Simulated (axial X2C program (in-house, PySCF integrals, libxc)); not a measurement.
# RuP⁺: properties at the nuclei

Aim: properties at the nuclei of RuP⁺, with spin–orbit coupling in the Hamiltonian from the start.

Computed with an in-house X2C program for linear molecules on PySCF integrals. Level: two-component X2C with atomic mean-field terms, Ru dyall-cv3z, P dyall-v3z.

All values are calculated.

## (1) Input

The input, task.json:

```json
{
 "zs": [
  44,
  15
 ],
 "q": 1,
 "bas": [
  "dyall-cv3z",
  "dyall-v3z"
 ],
 "r0": 2.16,
 "levels": [
  "PBE0",
  "HF",
  "PBE",
  "BHandHLYP",
  "PBE50"
 ],
 "nst": 3
}
```

Keys: zs atomic numbers; q charge; bas basis sets; r0 starting distance in Å; levels methods (HF also brings MP2); nst determinants followed.

On the command line:

```bash
$ python soeom.py task.json out
```

Nuclei are Gaussian, cores are contracted, and the Gaunt term is on.

## (2) Expectation values, lowest determinant

R = 2.024 Å. State: Ω = 3 (excess of +ω over −ω: ω = 1/2, ω = 5/2).

Output of the PBE0 run:

```text
two-component X2C + atomic mean field  PBE0
basis functions 196  fitting functions 963  grid points 5079
iter        total energy     max residual
   1      -4869.977099000     1.58e-05
   2      -4869.977099008     1.60e-05
   3      -4869.977099012     1.82e-05
   4      -4869.977099015     9.58e-06
converged
one-electron -7043.41229414  Coulomb 2160.51739755  exact exchange -38.68838300  xc functional -118.66550692  nuclear repulsion 172.55778617  atomic mean-field constant -2.28609867
```

The highest occupied spinor is 45% P p, 35% Ru s, 18% Ru d.

```
    level  Eeff magnitude (GV/cm)  Ws magnitude Ru (kHz)  A∥/gI Ru (MHz)  qzz Ru (a.u.)  A∥/gI P (MHz)  qzz P (a.u.)
     PBE0                    4.45                  0.686             948           1.10           18.8         -2.28
       HF                    6.14                  0.932             829           1.36           29.8         -1.65
      PBE                    3.59                  0.556            1020           1.06           15.8         -2.08
BHandHLYP                    5.09                   0.78             894           1.13             18         -2.31
    PBE50                     5.3                  0.811             899           1.10           23.2         -2.23
```

Eeff is the effective electric field on the electron dipole moment in this Ω state and Ws the scalar–pseudoscalar constant (defined with the proton number Z and per Ω); A∥ is the parallel hyperfine constant, which follows by multiplying with the nuclear g factor gI = μI/(I μN); qzz is the electric field gradient, eQq0 = 234.96 MHz × Q/barn × qzz. The operators were transformed with the bare-nucleus X2C matrices.

## (3) Expectation values, a higher determinant

R = 2.024 Å. State: Ω = 1 (excess of +ω over −ω: ω = -1/2, ω = 3/2), 0.24 eV above the lowest in the PBE0 search for states (made at or near this distance, with looser thresholds).

Output of the PBE0 run:

```text
two-component X2C + atomic mean field  PBE0
basis functions 196  fitting functions 963  grid points 5079
iter        total energy     max residual
   1      -4869.968137207     2.24e-05
   2      -4869.968137208     7.82e-06
converged
one-electron -7043.33286170  Coulomb 2160.44490338  exact exchange -38.68808934  xc functional -118.66377705  nuclear repulsion 172.55778617  atomic mean-field constant -2.28609867
```

The highest occupied spinor is 45% P p, 34% Ru s, 18% Ru d.

```
    level  Eeff magnitude (GV/cm)  Ws magnitude Ru (kHz)  A∥/gI Ru (MHz)  qzz Ru (a.u.)  A∥/gI P (MHz)  qzz P (a.u.)
     PBE0                    4.38                   2.05            -775           0.98          -71.3         -2.29
       HF                     6.1                   2.78            -531           1.26           -117         -1.64
      PBE                    3.53                   1.68            -954           0.95          -39.6         -2.09
BHandHLYP                    4.97                   2.29            -659           1.02           -101         -2.32
    PBE50                    5.21                    2.4            -650           0.99           -110         -2.24
```

## (4) Expectation values, a higher determinant

R = 2.024 Å. State: Ω = 2 (excess of +ω over −ω: ω = -1/2, ω = 5/2), 0.45 eV above the lowest in the PBE0 search for states (made at or near this distance, with looser thresholds).

Output of the PBE0 run:

```text
two-component X2C + atomic mean field  PBE0
basis functions 196  fitting functions 963  grid points 5079
iter        total energy     max residual
   1      -4869.960465103     7.36e-05
   2      -4869.960465130     3.57e-05
   3      -4869.960465145     5.73e-05
   4      -4869.960465159     3.56e-05
   5      -4869.960465165     1.25e-05
   6      -4869.960465168     1.44e-05
   7      -4869.960465168     1.99e-06
converged
one-electron -7043.67331134  Coulomb 2160.78866141  exact exchange -38.68642295  xc functional -118.66107979  nuclear repulsion 172.55778617  atomic mean-field constant -2.28609867
```

The highest occupied spinor is 35% P p, 31% Ru d, 30% Ru s.

```
    level  Eeff magnitude (GV/cm)  Ws magnitude Ru (kHz)  A∥/gI Ru (MHz)  qzz Ru (a.u.)  A∥/gI P (MHz)  qzz P (a.u.)
     PBE0                    4.94                   1.22            -709           0.83           17.9         -1.98
       HF                    6.27                   1.57            -876           0.32           39.5         -0.86
      PBE                    4.23                   1.03            -756           0.88           0.38         -1.94
BHandHLYP                    5.52                   1.37            -756           0.84             19         -1.74
    PBE50                    5.55                   1.37            -735           0.72             32         -1.68
```

## (5) Outcome

| quantity | value |
| --- | --- |
| lowest determinant | Ω = 3 (excess of +ω over −ω: ω = 1/2, ω = 5/2) |
| Eeff magnitude (GV/cm), PBE0 | 4.45 |
| Ws magnitude Ru (kHz), PBE0 | 0.686 |
| A∥/gI Ru (MHz), PBE0 | 948 |
| qzz Ru (a.u.), PBE0 | 1.10 |
| higher determinant | Ω = 1 (excess of +ω over −ω: ω = -1/2, ω = 3/2) |
| Eeff magnitude (GV/cm), PBE0, higher determinant | 4.38 |
| Ws magnitude Ru (kHz), PBE0, higher determinant | 2.05 |
| A∥/gI Ru (MHz), PBE0, higher determinant | -775 |
| qzz Ru (a.u.), PBE0, higher determinant | 0.98 |
| higher determinant | Ω = 2 (excess of +ω over −ω: ω = -1/2, ω = 5/2) |
| Eeff magnitude (GV/cm), PBE0, higher determinant | 4.94 |
| Ws magnitude Ru (kHz), PBE0, higher determinant | 1.22 |
| A∥/gI Ru (MHz), PBE0, higher determinant | -709 |
| qzz Ru (a.u.), PBE0, higher determinant | 0.83 |

**Reading.** In the first state, the effective field runs from 3.59 to 6.14 GV/cm over the mean-field levels. The expectation values come from single determinants, which for open shells can mix terms of unlike spin or miss the lowest Ω, so a determinant need not be a state. Eeff is the effective electric field on the electron dipole moment in this Ω state and Ws the scalar–pseudoscalar constant (defined with the proton number Z and per Ω); A∥ is the parallel hyperfine constant, which follows by multiplying with the nuclear g factor gI = μI/(I μN); qzz is the electric field gradient, eQq0 = 234.96 MHz × Q/barn × qzz. The operators were transformed with the bare-nucleus X2C matrices.
